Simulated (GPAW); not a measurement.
The system is ZnRe.

```
Re Zn
1.0
     2.74822    0.00000    0.00000
    -1.37411    2.38003    0.00000
     0.00000    0.00000    4.49407
Re Zn
1 1
Direct
  0.33333 0.66667 0.50000
  0.00000 0.00000 0.00000
```

The cell comes from a database or a generator and needn't be the stable form of this composition.

Base run:

- Program: GPAW 26.7.0
- Functional: LDA
- Potentials or basis: the program's PAW data sets (release 1.2.1) made for this functional
- Cutoff: 600 eV
- Basis: pw
- k mesh: 11 × 11 × 6
- Occupations: gaussian, width 0.05 eV
- Spin: no spin polarisation

Its results: band gap on the k mesh none (metal or under the smearing width); pressure -15.1 GPa.

Task: The run is repeated on the same cell with these changes: functional from LDA to PBE; potentials or basis from the program's PAW data sets (release 1.2.1) made for this functional to GPAW PAW data sets (gpaw-data 1.2.1). What comes out?

Result: Band gap on the k mesh none (metal or under the smearing width); pressure -1.8 GPa.

Caveats: so large a pressure means that the cell lies far from this level's equilibrium, or that cutoff or potentials fall short (some runs).

Not every run made on this cell is shown here.
